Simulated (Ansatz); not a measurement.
# r2SCAN/cc-pVDZ run of C2F3N (cyanotrifluoromethane)

What is the electronic atomisation energy of C2F3N (cyanotrifluoromethane) at r2SCAN/cc-pVDZ? 

Program for the calculation: Ansatz 0.2.0.

51 further runs of the same task are left out: 12 that didn't finish, 39 set aside as unsound or not needed.

### Step 1. The structure to begin with

The species is C2F3N (6 atoms), meant as a singlet with charge 0. As SMILES, `N#CC(F)(F)F`. The coordinates come from a PBE0-D4/def2-TZVP relaxation.

Bond lengths: N1–C2 1.146 Å, C2–C3 1.481 Å, C3–F4 1.326 Å, C3–F5 1.326 Å, C3–F6 1.326 Å. Angles: N1–C2–C3 180.0°, C2–C3–F4 110.1°, C2–C3–F5 110.1°, C2–C3–F6 110.1°, F4–C3–F5 108.8°, F4–C3–F6 108.8°, F5–C3–F6 108.8°.

### Step 2. The energy at r2SCAN/cc-pVDZ

Contents of input.yaml:

```yaml
crystal:
  periodic: [false, false, false]
  atoms:
    - {symbol: "N", position_ang: [1.022100, -1.705100, 0.893500]}
    - {symbol: C, position_ang: [0.486200, -0.810600, 0.417800]}
    - {symbol: C, position_ang: [-0.206400, 0.345600, -0.197200]}
    - {symbol: F, position_ang: [-1.316000, -0.055800, -0.802300]}
    - {symbol: F, position_ang: [0.581500, 0.927000, -1.091500]}
    - {symbol: F, position_ang: [-0.525200, 1.234800, 0.733600]}
basis:
  gaussian: {orbitals: cc-pVDZ}
hamiltonian: {xc: r2scan}
accuracy: high
output: {orbitals: {seedname: orbitals}}
```

The run is started by

```bash
ansatz run input.yaml --threads 1 --pin off --max-ram 3480MiB --events-out events.jsonl --progress --plain --runs-dir runs
```

What it wrote:

```text
Warning: RAYON_NUM_THREADS=1 ignored (pool sized by the plan → 1); use --threads N
Functional definition: r2SCAN
  name "r2SCAN"
  parameter k0 = 0.174
  parameter k1 = 0.065
  parameter a1 = 4.9479
  exchange = r2scan_x(k0 = k0, k1 = k1, a1 = a1)
  correlation = r2scan_c
1829 factors; integrals over basis functions are off by at most 2.6e-9 eV
mean field evaluation 1: about -11704.4613 eV, gradient 4.9e1 eV
mean field evaluation 2: about -11687.3843 eV, gradient 1.0e2 eV
mean field evaluation 4: about -11708.7695 eV, gradient 5.4e0 eV
mean field evaluation 8: about -11708.8268 eV, gradient 4.2e-1 eV
mean field evaluation 16: about -11708.8271 eV, gradient 3.9e-5 eV
mean field -11708.82712884 eV, -430.2914604569 hartree, gradient 6.8e-8 eV, S^2 0.000000; 0 other end points of the search recorded, 0 dependent functions left out
reference -11708.82712914 eV, -430.2914604678 hartree; 23, 23 occupied and 61, 61 virtual orbitals, 1829 factors
Total energy: -11708.82712914 eV, -430.2914604678 hartree
```

It took 18 s on 1 thread of Arm Neoverse N1, shared host; peak memory 0.25 GiB.

### Step 3. The C atom at the same level

Contents of run.yaml:

```yaml
crystal:
  periodic: [false, false, false]
  atoms:
    - {symbol: C, position_ang: [0.000000, 0.000000, 0.000000]}
basis:
  gaussian:
    orbitals: cc-pVDZ
accuracy: high
magnetization:
  spin_polarized: true
  initial_magnetization: 2
hamiltonian:
  xc: r2scan
```

The run is started by

```bash
ansatz run run.yaml --threads 1 --pin off --max-ram 3480MiB --events-out events.jsonl --progress --plain --runs-dir runs
```

What it wrote, cut to the lines that bear on the results:

```text
Warning: RAYON_NUM_THREADS=1 ignored (pool sized by the plan → 1); use --threads N
[... 7 set-up lines as earlier in the session ...]
96 factors; integrals over basis functions are off by at most 1.3e-9 eV
mean field evaluation 1: about -1029.1950 eV, gradient 4.1e0 eV
mean field evaluation 2: about -1029.2933 eV, gradient 1.3e0 eV
mean field evaluation 4: about -1029.3045 eV, gradient 3.4e-1 eV
mean field evaluation 8: about -1029.3053 eV, gradient 6.3e-5 eV
mean field evaluation 16: about -1029.3043 eV, gradient 1.3e-1 eV
mean field -1029.30529721 eV, -37.8262719844 hartree, gradient 9.3e-9 eV, S^2 2.004549; 1 other end points of the search recorded, 0 dependent functions left out
reference -1029.30529789 eV, -37.8262720094 hartree; 4, 2 occupied and 10, 12 virtual orbitals, 96 factors
Total energy: -1029.30529789 eV, -37.8262720094 hartree
```

Wall time 1.9 s (1 thread of Arm Neoverse N1, shared host); peak memory 0.091 GiB.

### Step 4. The F atom at the same level

Contents of job.yaml:

```yaml
crystal:
  periodic: [false, false, false]
  atoms:
    - {symbol: F, position_ang: [0.000000, 0.000000, 0.000000]}
basis:
  gaussian: {orbitals: cc-pVDZ}
hamiltonian: {xc: r2scan}
accuracy: high
magnetization: {spin_polarized: true, initial_magnetization: 1}
```

Run the same way, it converges to -99.68613 Eh (log not shown).

### Step 5. The N atom, same level

Contents of in.yaml:

```yaml
crystal:
  periodic: [false, false, false]
  atoms:
    - symbol: "N"
      position_ang: [0.000000, 0.000000, 0.000000]
basis:
  gaussian: {orbitals: cc-pVDZ}
magnetization: {spin_polarized: true, initial_magnetization: 3}
hamiltonian: {xc: r2scan}
accuracy: high
```

Run the same way, it converges to -54.56784 Eh (log not shown).

### Step 6. Outcome

At r2SCAN/cc-pVDZ:

| quantity | value |
| --- | --- |
| molecule: total energy | -430.29146 Eh |
| molecule: HOMO energy | -9.78 eV |
| molecule: LUMO energy | -1.42 eV |
| molecule: HOMO–LUMO gap | 8.37 eV |
| C atom: total energy | -37.82627 Eh |
| C atom: ⟨S²⟩ | 2.005 |
| F atom: total energy | -99.68613 Eh |
| F atom: ⟨S²⟩ | 0.751 |
| N atom: total energy | -54.56784 Eh |
| N atom: ⟨S²⟩ | 3.753 |
| electronic atomisation energy | 27.557 eV |

**Reading.** Taking the molecule apart into free atoms costs 27.56 eV (2659 kJ/mol), before zero-point energy and without spin-orbit coupling.
